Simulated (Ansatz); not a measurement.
# Si3Sn: the cost of one run

Program: Ansatz 0.2.0. Level of theory: DFT PBE, scalar-relativistic, plane waves, PAW. These are calculated values, not measurements.

## Step 1: The system as given

The structure is cubic, space group Pm-3n (No. 223). The conventional cell has a = 5.160 Å, b = 5.160 Å, c = 5.160 Å, α = 90.00°, β = 90.00°, γ = 90.00°. Si (site symmetry -4m2) is surrounded by 2 Si at 2.58 Å and 4 Sn at 2.88 Å. Sn (site symmetry m-3) has 12 Si at 2.88 Å as nearest neighbours.

Structure file:

```cif
data_structure
_symmetry_space_group_name_H-M 'P 1'
_symmetry_Int_Tables_number 1
_cell_length_a 5.1603
_cell_length_b 5.1603
_cell_length_c 5.1603
_cell_angle_alpha 90.000
_cell_angle_beta 90.000
_cell_angle_gamma 90.000
_cell_volume 137.41
loop_
_atom_site_label
_atom_site_type_symbol
_atom_site_fract_x
_atom_site_fract_y
_atom_site_fract_z
_atom_site_occupancy
Si1 Si 0.25000 0.00000 0.50000 1
Si2 Si 0.50000 0.75000 0.00000 1
Si3 Si 0.75000 0.00000 0.50000 1
Si4 Si 0.50000 0.25000 0.00000 1
Si5 Si 0.00000 0.50000 0.75000 1
Si6 Si 0.00000 0.50000 0.25000 1
Sn1 Sn 0.00000 0.00000 0.00000 1
Sn2 Sn 0.50000 0.50000 0.50000 1
```

The cell is invented: species swapped into a database cell of V3Si (Pm-3n, No. 223), with Si on the V sites and Sn on the Si sites. Lengths come from tabulated atomic sizes and are only a guess.

## Step 2: A first look at the guess

input.yaml reads:

```yaml
crystal:
  lattice:
    - [5.1603242, 0.0, 0.0]
    - [0.0, 5.1603242, 0.0]
    - [0.0, 0.0, 5.1603242]
  atoms:
    - { symbol: Si, position: [0.25, 0.0, 0.5] }
    - { symbol: Si, position: [0.5, 0.75, 0.0] }
    - { symbol: Si, position: [0.75, 0.0, 0.5] }
    - { symbol: Si, position: [0.5, 0.25, 0.0] }
    - { symbol: Si, position: [0.0, 0.5, 0.75] }
    - { symbol: Si, position: [0.0, 0.5, 0.25] }
    - { symbol: Sn, position: [0.0, 0.0, 0.0] }
    - { symbol: Sn, position: [0.5, 0.5, 0.5] }
basis:
  ecutwfc: 420
kpoints:
  mp_grid: { grid: [4, 4, 4] }
hamiltonian:
  xc: pbe
scf:
  occupations: { method: gaussian, width: 0.1 }
  lower_state_search: "off"
output:
  forces: true
  stress: true
  eigenvalues: true
```

On the command line:

```sh
$ ansatz run input.yaml --threads 1 --pin off --max-ram 2560MiB --backend cpu --events-out ev --progress --plain --runs-dir out
```

What time and memory should one allow on 1 thread of Intel Xeon at 2.50GHz (Skylake/Cascade Lake), shared host?

About 5.6 s, with a peak of 0.39 GiB.
